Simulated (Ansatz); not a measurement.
# C₂H₇FSSi: up Jacob's ladder to CCSD(T)

How much do the methods differ for C₂H₇FSSi? The plan is to run it at one geometry with functionals of several rungs and with coupled cluster. The yardstick is the atomisation energy at the CCSD(T) limit.

Program: Ansatz 0.2.0, Gaussian basis. Level of theory: functionals in def2-TZVPP, the program's frozen cores in correlated methods. These are calculated values, not measurements.

Levels to be run: LDA (SPW92), PBE-D4, revPBE-D4, BLYP-D4, r2SCAN-D4, B97M-V, PBE0-D4, B3LYP-D4, r2SCANh-D4, r2SCAN0-D4, HSE06-D4, BHLYP-D4, CAM-B3LYP-D4, LC-ωPBE, ωB97X-V, ωB97M-V, B2PLYP, PBE-QIDH; CCSD(T)/def2-SVP; CCSD(T)/def2-TZVPP; MP2/def2-QZVPP; extrapolation to the limit; RPA on PBE.

## Step 1: The relaxed structure

An earlier PBE0-D4 in a triple-zeta def2 set relaxation fixed the geometry.

SMILES `C[Si](C)(F)S`, 12 atoms, charge 0, spin multiplicity 1.

Atoms are counted from 1 here; the program's logs count them from 0.

Bond lengths: C1–Si2 1.854 Å, C1–H6 1.093 Å, C1–H7 1.092 Å, C1–H8 1.094 Å, Si2–C3 1.854 Å, Si2–F4 1.603 Å, Si2–S5 2.143 Å, C3–H9 1.093 Å, C3–H10 1.092 Å, C3–H11 1.094 Å, S5–H12 1.344 Å. Angles: Si2–C1–H6 110.8°, Si2–C1–H7 110.6°, Si2–C1–H8 110.6°, H6–C1–H7 108.1°, H6–C1–H8 108.0°, H7–C1–H8 108.6°, C1–Si2–C3 112.6°, C1–Si2–F4 108.4°, C1–Si2–S5 111.8°, C3–Si2–F4 108.4°, C3–Si2–S5 111.9°, F4–Si2–S5 103.2°, Si2–C3–H9 110.8°, Si2–C3–H10 110.6°, Si2–C3–H11 110.6°, H9–C3–H10 108.1°, H9–C3–H11 108.0°, H10–C3–H11 108.6° and more.

## Step 2: LDA

This LDA is Slater exchange with PW92 correlation.

Contents of in.yaml:

```yaml
crystal:
  periodic: [false, false, false]
  atoms:
    - {symbol: C, position_ang: [-1.601684, -0.061862, 0.258432]}
    - {symbol: Si, position_ang: [0.037492, 0.150462, -0.580927]}
    - {symbol: C, position_ang: [1.374165, -0.869231, 0.200101]}
    - {symbol: F, position_ang: [-0.114533, -0.300468, -2.111899]}
    - {symbol: S, position_ang: [0.594048, 2.214173, -0.732429]}
    - {symbol: H, position_ang: [-1.555846, 0.289341, 1.292652]}
    - {symbol: H, position_ang: [-2.375540, 0.508666, -0.258646]}
    - {symbol: H, position_ang: [-1.894416, -1.115438, 0.271641]}
    - {symbol: H, position_ang: [1.549988, -0.553071, 1.231690]}
    - {symbol: H, position_ang: [2.310713, -0.762816, -0.350617]}
    - {symbol: H, position_ang: [1.094766, -1.926423, 0.213193]}
    - {symbol: H, position_ang: [0.657745, 2.371667, 0.600910]}
basis:
  gaussian: {orbitals: def2-TZVPP}
hamiltonian: {xc: lda}
output: {orbitals: {seedname: orbitals}}
```

Run with:

```sh
$ ansatz run in.yaml --threads 4 --pin off --events-out ev --progress --plain --max-ram 10444MiB
```

After this run come: PBE-D4 (GGA); revPBE-D4 (GGA); BLYP-D4 (GGA); r2SCAN-D4 (meta-GGA); B97M-V (meta-GGA); PBE0-D4 (hybrid); B3LYP-D4 (hybrid); r2SCANh-D4 (hybrid); r2SCAN0-D4 (hybrid); HSE06-D4 (hybrid); BHLYP-D4 (hybrid); CAM-B3LYP-D4 (range-separated); LC-ωPBE (range-separated); ωB97X-V (range-separated); ωB97M-V (range-separated); B2PLYP (double hybrid); PBE-QIDH (double hybrid); CCSD(T) in def2-SVP; CCSD(T) in def2-TZVPP; MP2 in def2-QZVPP; RPA on PBE orbitals.

Before running them: what should the planned runs give, taken together? Wanted: atomisation energy, CCSD(T)/CBS; farthest beyond LDA; mean size of error, GGA; mean size of error, meta-GGA; mean size of error, hybrid; mean size of error, range-separated; mean size of error, double hybrid; gap, smallest and largest; T1 diagnostic.

As calculated:

```
                               quantity                                                                                       value
        atomisation energy, CCSD(T)/CBS                                                                             1081.1 kcal/mol
functionals within 5.4 kcal/mol (0.5 %)  r2SCAN-D4, B97M-V, PBE0-D4, B3LYP-D4, r2SCANh-D4, HSE06-D4, CAM-B3LYP-D4, ωB97X-V, ωB97M-V
                    farthest beyond LDA                                                                   BHLYP-D4 (-27.0 kcal/mol)
                mean size of error, GGA                                                                               11.2 kcal/mol
           mean size of error, meta-GGA                                                                                3.0 kcal/mol
             mean size of error, hybrid                                                                                8.5 kcal/mol
    mean size of error, range-separated                                                                                3.3 kcal/mol
      mean size of error, double hybrid                                                                               11.4 kcal/mol
              gap, smallest and largest                                                       5.43 eV (BLYP-D4), 12.62 eV (LC-ωPBE)
                          T1 diagnostic                                                                                      0.0106
triples share of the correlation energy                                                                                       3.6 %
```

What this shows: LDA overbinds by 134.9 kcal/mol (12 %). PBE-D4 misses by +8.9 kcal/mol. Double hybrids carry the basis error of their MP2 part in triple zeta, and no dispersion term here, so their miss is partly the set-up's. The rungs meta-GGA, range-separated miss on average by less than the doubt on the reference (5.4 kcal/mol), so they tie. Misses under about 5.4 kcal/mol are within the doubt on the reference itself, which lacks core-valence correlation, relativity and higher excitations. Hartree-Fock recovers 75 % of the binding; the rest is correlation. CCSD(T) in def2-SVP is off by -68.5 kcal/mol, worse than the median functional, from the basis alone. Orbital gaps span 5.4 to 12.6 eV; exact exchange widens them.
